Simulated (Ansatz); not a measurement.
# Ba2Tl5V3O12 (P1) in Ansatz: a series of runs, part 2 of 3

Ansatz 0.2.0. The steps go on from the part before.

### Step 3. Projected density of states, PBE, collinear spin, ferromagnetic start

input.yaml

```yaml
crystal:
  lattice:
    - [6.65272, 0.04946, 0.02017]
    - [2.8607, 8.36464, 0.00384]
    - [2.68279, 2.46936, 9.19569]
  atoms:
    - { symbol: Ba, position: [0.80419, 0.04665, 0.02264] }
    - { symbol: Ba, position: [0.21205, 0.95157, 0.34012] }
    - { symbol: V, position: [0.7454, 0.70796, 0.33582], spin: 2.0 }
    - { symbol: V, position: [0.25963, 0.26599, 0.03225], spin: 2.0 }
    - { symbol: V, position: [0.04074, 0.07695, 0.66106], spin: 2.0 }
    - { symbol: Tl, position: [0.25636, 0.39847, 0.35003] }
    - { symbol: Tl, position: [0.58966, 0.34866, 0.60553] }
    - { symbol: Tl, position: [0.57327, 0.88069, 0.66842] }
    - { symbol: Tl, position: [0.74552, 0.49664, 0.11648] }
    - { symbol: Tl, position: [0.11891, 0.64206, 0.74303] }
    - { symbol: O, position: [0.28433, 0.09717, 0.54175] }
    - { symbol: O, position: [0.8535, 0.49575, 0.34386] }
    - { symbol: O, position: [0.40255, 0.20448, 0.17282] }
    - { symbol: O, position: [0.88414, 0.05377, 0.55967] }
    - { symbol: O, position: [0.14017, 0.47956, 0.98899] }
    - { symbol: O, position: [0.54627, 0.73631, 0.48712] }
    - { symbol: O, position: [0.90594, 0.24279, 0.73262] }
    - { symbol: O, position: [0.61543, 0.80058, 0.18857] }
    - { symbol: O, position: [0.05538, 0.16451, 0.10164] }
    - { symbol: O, position: [0.08209, 0.90404, 0.80708] }
    - { symbol: O, position: [0.44178, 0.20123, 0.89187] }
    - { symbol: O, position: [0.94269, 0.80417, 0.30862] }
hamiltonian:
  xc: pbe
  pseudopotentials: { kind: paw }
magnetization:
  spin_polarized: true
kpoints:
  mp_grid: { grid: [5, 4, 3] }
scf:
  occupations: { method: fermi_dirac, width: 0.05 }
  n_extra_bands: 55
output:
  forces: true
  stress: true
  eigenvalues: true
  dos: { projected: true, de: 0.05, nscf_kmesh: { grid: [8, 6, 5] } }
```

Potentials or basis: Ansatz PAW.

The run is started by

```
$ ansatz run input.yaml --threads 8 --pin off --max-ram 20480MiB --backend cpu --events-out ev --progress --plain --runs-dir out
```

The program printed:

```text
Warning: RAYON_NUM_THREADS=8 ignored (pool sized by the plan → 8); use --threads N
scf.n_extra_bands = 55 over 98 filled bands (N_el = 196.0): the run solves 153 bands
Engine: ansatz 0.2.0, aarch64-unknown-linux-gnu
Pseudopotentials: kind: paw
Pseudopotential: Ba, paw, valence charge 10, recommended cutoff 420 eV (normal), Ba.paw.azcp
Pseudopotential: V, paw, valence charge 13, recommended cutoff 420 eV (normal), V.paw.azcp
[... 102 lines left out ...]
        0.006287      -0.004703       0.001966
  P = ⅓ Tr σ = 0.0075 GPa (0.075 kbar)
--- Band table (eV; the first three rows and the last of 62) ---
  k-point 0 ↑: bands = ["-59.7378", "-59.7374", "-59.7215", "-33.7295", "-33.7104", "-33.7094", "-33.7082", "-33.6956", "-33.6805", "-33.6686", "-33.6633", "-33.6446", "-21.3587", "-21.3108", "-12.6837", "-12.6360", "-12.6130", "-12.3097", "-12.2745", "-12.2294", "-12.2084", "-12.2008", "-12.1245", "-12.1215", "-11.9991", "-11.9444", "-6.6868", "-6.5546", "-6.5311", "-6.5005", "-6.4409", "-6.3866", "-5.9082", "-5.8814", "-5.8692", "-5.7583", "-5.7488", "-5.6935", "-5.6383", "-5.6258", "-5.5914", "-5.5845", "-5.5748", "-5.5524", "-5.5435", "-5.5353", "-5.5217", "-5.5179", "-5.4958", "-5.4853", "-5.4764", "-5.4569", "-5.4136", "-5.3921", "-5.3716", "-5.3453", "-5.3228", "-1.1751", "-0.8754", "-0.7827", "-0.4316", "-0.2725", "0.7572", "0.8159", "0.8500", "0.9061", "0.9195", "0.9549", "1.0302", "1.0488", "1.0854", "1.1340", "1.1859", "1.2731", "1.4561", "1.5778", "1.6866", "1.8016", "1.8204", "1.8645", "2.0404", "2.0641", "2.0787", "2.2090", "2.2914", "2.4539", "2.5702", "2.7019", "2.8383", "2.8528", "2.9792", "3.0070", "3.0530", "3.1141", "3.1980", "3.2467", "3.5039", "3.8429", "6.9700", "7.2485", "7.2907", "7.4028", "7.4530", "7.5090", "7.5855", "7.7070", "7.9376", "8.0835", "8.2167", "8.3946", "8.4220", "8.5811", "8.6196", "8.7431", "8.8866", "8.8958", "8.9710", "9.0644", "9.1495", "9.2864", "9.4888", "9.7608", "9.9457", "10.1454", "10.2689", "10.3043", "10.4800", "10.7300", "10.7833", "10.9055", "11.0909", "11.2906", "11.4305", "11.5745", "11.9187", "11.9866", "12.2517", "12.4129", "12.5537", "13.0239", "13.0923", "13.2306", "13.6699", "13.7616", "13.8489", "13.9152", "14.0255", "14.0472", "14.0926", "14.1823", "14.2338", "14.3118", "14.3166"]
  k-point 1 ↑: bands = ["-59.7378", "-59.7374", "-59.7215", "-33.7295", "-33.7104", "-33.7094", "-33.7082", "-33.6956", "-33.6805", "-33.6686", "-33.6633", "-33.6446", "-21.3583", "-21.3111", "-12.6832", "-12.6371", "-12.6101", "-12.3065", "-12.2761", "-12.2459", "-12.2062", "-12.1943", "-12.1331", "-12.1094", "-11.9981", "-11.9450", "-6.6855", "-6.5516", "-6.5341", "-6.5023", "-6.4412", "-6.3861", "-5.9081", "-5.8813", "-5.8697", "-5.7586", "-5.7483", "-5.6922", "-5.6381", "-5.6266", "-5.5900", "-5.5837", "-5.5739", "-5.5540", "-5.5440", "-5.5357", "-5.5233", "-5.5169", "-5.4962", "-5.4833", "-5.4777", "-5.4556", "-5.4139", "-5.3942", "-5.3717", "-5.3453", "-5.3225", "-1.1699", "-0.9261", "-0.7213", "-0.4768", "-0.2249", "0.7600", "0.7847", "0.8231", "0.9059", "0.9162", "0.9674", "1.0084", "1.0579", "1.0681", "1.1288", "1.2798", "1.3263", "1.4745", "1.5757", "1.6222", "1.7332", "1.7943", "1.8818", "1.9665", "2.0712", "2.1306", "2.1978", "2.2668", "2.5272", "2.5495", "2.7189", "2.7977", "2.8711", "2.9875", "3.0323", "3.0795", "3.1252", "3.2163", "3.3345", "3.4818", "3.7297", "6.9578", "7.2075", "7.2977", "7.4125", "7.4535", "7.4735", "7.5904", "7.7564", "7.9150", "8.0768", "8.2273", "8.3279", "8.4882", "8.5785", "8.6876", "8.7661", "8.8613", "8.9617", "9.0042", "9.0626", "9.0979", "9.2836", "9.3865", "9.6261", "9.9445", "10.0968", "10.2995", "10.3729", "10.5739", "10.6747", "10.8591", "10.9767", "11.1396", "11.3453", "11.4924", "11.7399", "11.7908", "11.9572", "12.2148", "12.4046", "12.5660", "12.6808", "13.2084", "13.4075", "13.6156", "13.7804", "13.8460", "13.8937", "13.9983", "14.0634", "14.0945", "14.1848", "14.2431", "14.2765", "14.3195"]
  k-point 2 ↑: bands = ["-59.7378", "-59.7374", "-59.7215", "-33.7295", "-33.7104", "-33.7094", "-33.7082", "-33.6956", "-33.6805", "-33.6686", "-33.6633", "-33.6446", "-21.3586", "-21.3108", "-12.6872", "-12.6510", "-12.5939", "-12.3074", "-12.2702", "-12.2393", "-12.2079", "-12.1993", "-12.1250", "-12.1201", "-11.9989", "-11.9448", "-6.6868", "-6.5544", "-6.5313", "-6.4999", "-6.4414", "-6.3872", "-5.9086", "-5.8818", "-5.8688", "-5.7584", "-5.7489", "-5.6938", "-5.6378", "-5.6246", "-5.5909", "-5.5834", "-5.5754", "-5.5528", "-5.5422", "-5.5352", "-5.5232", "-5.5179", "-5.4965", "-5.4853", "-5.4791", "-5.4553", "-5.4139", "-5.3916", "-5.3711", "-5.3452", "-5.3229", "-1.1813", "-0.8624", "-0.7882", "-0.5143", "-0.1417", "0.7231", "0.7788", "0.8408", "0.8705", "0.9088", "0.9493", "1.0121", "1.0811", "1.1408", "1.1656", "1.2112", "1.2523", "1.4624", "1.5544", "1.7175", "1.7575", "1.8111", "1.9185", "2.0015", "2.0693", "2.1001", "2.2183", "2.3220", "2.4333", "2.5736", "2.6328", "2.7408", "2.9274", "2.9812", "3.0246", "3.0686", "3.1037", "3.2074", "3.2554", "3.5110", "3.8299", "6.8935", "7.2311", "7.3343", "7.3657", "7.4134", "7.4860", "7.5341", "7.7070", "8.0055", "8.1203", "8.2538", "8.3175", "8.4667", "8.5410", "8.6799", "8.7938", "8.8479", "8.9119", "8.9950", "9.0548", "9.1362", "9.3143", "9.4824", "9.7765", "9.9553", "10.1250", "10.2460", "10.3902", "10.5241", "10.6954", "10.8265", "10.9884", "11.1673", "11.3313", "11.4649", "11.6513", "11.8274", "12.0985", "12.1933", "12.4190", "12.5415", "12.8881", "13.0076", "13.2960", "13.5987", "13.7397", "13.8229", "13.9121", "14.0380", "14.0719", "14.1490", "14.1826", "14.2549", "14.3119", "14.3614"]
  k-point 30 ↓: bands = ["-59.7378", "-59.7374", "-59.7215", "-33.7295", "-33.7104", "-33.7094", "-33.7082", "-33.6956", "-33.6805", "-33.6686", "-33.6633", "-33.6446", "-21.3531", "-21.3158", "-12.6772", "-12.6674", "-12.6230", "-12.2905", "-12.2712", "-12.2515", "-12.2289", "-12.1955", "-12.1308", "-12.1045", "-11.9755", "-11.9233", "-6.6375", "-6.5919", "-6.5378", "-6.4941", "-6.4356", "-6.4128", "-5.9107", "-5.8865", "-5.8690", "-5.7563", "-5.7501", "-5.6705", "-5.6433", "-5.6226", "-5.6034", "-5.5878", "-5.5752", "-5.5548", "-5.5394", "-5.5299", "-5.5222", "-5.5127", "-5.4941", "-5.4855", "-5.4827", "-5.4596", "-5.4162", "-5.3941", "-5.3696", "-5.3426", "-5.3276", "-1.1660", "-0.9526", "-0.7747", "-0.5482", "-0.2259", "0.6863", "0.7354", "0.7957", "0.8594", "0.9327", "0.9943", "1.0208", "1.0370", "1.1543", "1.1613", "1.3565", "1.4570", "1.5274", "1.5803", "1.6897", "1.7336", "1.8395", "1.8977", "1.9993", "2.0970", "2.1642", "2.2261", "2.3026", "2.4531", "2.5611", "2.7364", "2.7851", "2.8700", "2.9478", "2.9859", "3.0316", "3.1097", "3.2192", "3.3265", "3.4441", "3.6981", "6.8744", "7.1437", "7.2649", "7.3216", "7.3955", "7.4402", "7.5817", "7.7315", "7.8545", "7.9660", "8.1839", "8.4239", "8.5272", "8.6755", "8.7519", "8.7968", "8.8447", "8.9347", "9.0333", "9.0880", "9.1465", "9.2884", "9.5215", "9.6105", "9.8155", "10.1289", "10.3009", "10.5271", "10.6398", "10.8871", "11.0699", "11.1521", "11.3193", "11.4799", "11.5170", "11.6686", "11.9351", "12.0387", "12.1337", "12.2801", "12.4725", "12.8607", "13.0512", "13.2045", "13.4651", "13.5911", "13.6991", "13.8205", "13.9417", "14.0369", "14.0732", "14.1701", "14.2228", "14.3077", "14.3545"]
```

Wall time 23 min (8 threads of Arm Neoverse N1, shared host); peak memory 9.9 GiB.

What came out:

* Free energy: -84681.8999 eV
* Pressure: 0.0 GPa
* Largest force: 0.011 eV/Å
* Band gap on the k mesh: 2.90 eV, indirect (least direct gap 3.01 eV)
* Net moment: 0.00 μB per cell
* Absolute moment: 0.00 μB per cell

Forces on the atoms (eV/Å):
```
Ba  -0.003  0.000  0.009
Ba  -0.001 -0.001  0.002
V    0.006 -0.001 -0.004
V   -0.006  0.004  0.008
V    0.001 -0.001 -0.009
Tl   0.002  0.003 -0.001
Tl  -0.001  0.001 -0.003
Tl  -0.001 -0.002 -0.004
Tl  -0.003  0.002  0.001
Tl  -0.001 -0.003  0.000
O   -0.005  0.000  0.006
O    0.000 -0.001  0.002
O    0.002 -0.001 -0.009
O    0.004  0.002  0.004
O    0.003 -0.005  0.000
O    0.002 -0.001  0.002
O    0.001 -0.001  0.000
O   -0.001  0.002 -0.004
O    0.002  0.002 -0.004
O    0.001  0.001  0.003
O    0.001 -0.001  0.000
O   -0.001 -0.001  0.001
```

Levels at points of the mesh, in eV from the valence-band top:
Spin up:
| k point | band 95 | band 96 | band 97 | band 98 | band 99 | band 100 | band 101 | band 102 |
| --- | --- | --- | --- | --- | --- | --- | --- | --- |
| (0.00, 0.00, 0.00) | -0.64 | -0.60 | -0.34 | 0.00 | 3.13 | 3.41 | 3.45 | 3.56 |
| (0.00, -0.50, 0.00) | -0.64 | -0.60 | -0.32 | -0.02 | 2.99 | 3.34 | 3.45 | 3.53 |
Spin down:
```tsv
k point	band 94	band 95	band 96	band 97	band 98	band 99	band 100	band 101	band 102	band 103
(0.00, 0.00, 0.00)	-0.73	-0.64	-0.60	-0.34	0.00	3.13	3.41	3.45	3.56	3.61
(0.00, -0.50, 0.00)	-0.71	-0.64	-0.60	-0.32	-0.02	2.99	3.34	3.45	3.53	3.55
```

States per cell in windows of 0.5 eV (zero at the valence-band top; states under -8 eV left out):
```
from (eV)    up  down  O 2p up  O 2p down  V 3d up  V 3d down  Tl 6p up  Tl 6p down
     -8.0  0.00  0.00     0.00       0.00     0.00       0.00      0.00        0.00
     -7.5  0.00  0.00     0.00       0.00     0.00       0.00      0.00        0.00
     -7.0  0.00  0.00     0.00       0.00     0.00       0.00      0.00        0.00
     -6.5  0.00  0.00     0.00       0.00     0.00       0.00      0.00        0.00
     -6.0  0.00  0.00     0.00       0.00     0.00       0.00      0.00        0.00
     -5.5  0.44  0.44     0.12       0.12     0.03       0.03      0.02        0.02
     -5.0  2.56  2.56     0.81       0.81     0.21       0.21      0.12        0.12
     -4.5  1.83  1.83     0.71       0.71     0.18       0.18      0.09        0.09
     -4.0  0.17  0.17     0.07       0.07     0.02       0.02      0.01        0.01
     -3.5  2.85  2.85     1.78       1.78     0.77       0.77      0.16        0.16
     -3.0  8.14  8.14     5.25       5.25     2.22       2.22      0.24        0.24
     -2.5  5.63  5.63     4.17       4.17     0.63       0.63      0.16        0.16
     -2.0  6.32  6.32     5.22       5.22     0.23       0.23      0.28        0.28
     -1.5  4.06  4.06     3.25       3.25     0.13       0.13      0.17        0.17
     -1.0  6.51  6.51     5.78       5.78     0.08       0.08      0.20        0.20
     -0.5  2.49  2.49     1.64       1.64     0.06       0.06      0.14        0.14
      0.0  0.00  0.00     0.00       0.00     0.00       0.00      0.00        0.00
      0.5  0.00  0.00     0.00       0.00     0.00       0.00      0.00        0.00
      1.0  0.00  0.00     0.00       0.00     0.00       0.00      0.00        0.00
      1.5  0.00  0.00     0.00       0.00     0.00       0.00      0.00        0.00
      2.0  0.00  0.00     0.00       0.00     0.00       0.00      0.00        0.00
      2.5  0.54  0.54     0.04       0.04     0.08       0.08      0.37        0.37
      3.0  2.64  2.64     0.38       0.38     1.14       1.14      0.91        0.91
      3.5  4.92  4.92     1.11       1.11     2.59       2.59      0.90        0.90
      4.0  2.93  2.93     0.41       0.41     0.58       0.58      1.49        1.49
      4.5  5.28  5.28     1.16       1.16     2.07       2.07      1.31        1.31
      5.0  5.70  5.70     1.49       1.49     2.36       2.36      1.16        1.16
      5.5  2.03  2.04     0.34       0.34     0.30       0.30      1.04        1.04
      6.0  2.88  2.88     0.27       0.27     0.15       0.15      1.24        1.24
      6.5  2.87  2.87     0.18       0.18     0.09       0.09      1.08        1.08
      7.0  3.38  3.38     0.16       0.16     0.08       0.08      0.95        0.95
      7.5  3.02  3.02     0.14       0.14     0.05       0.05      0.89        0.89
```

Caveat: odd divisions of the mesh miss points on the zone boundary, where band edges often lie, so the gap on the mesh can be too wide; spin-orbit coupling is left out, which as a rule narrows the gap of such compounds by several tenths of an eV; the density of states is complete only up to the lowest level of the last band computed; the starting moments weren't kept.

[end of part 2 of 3]
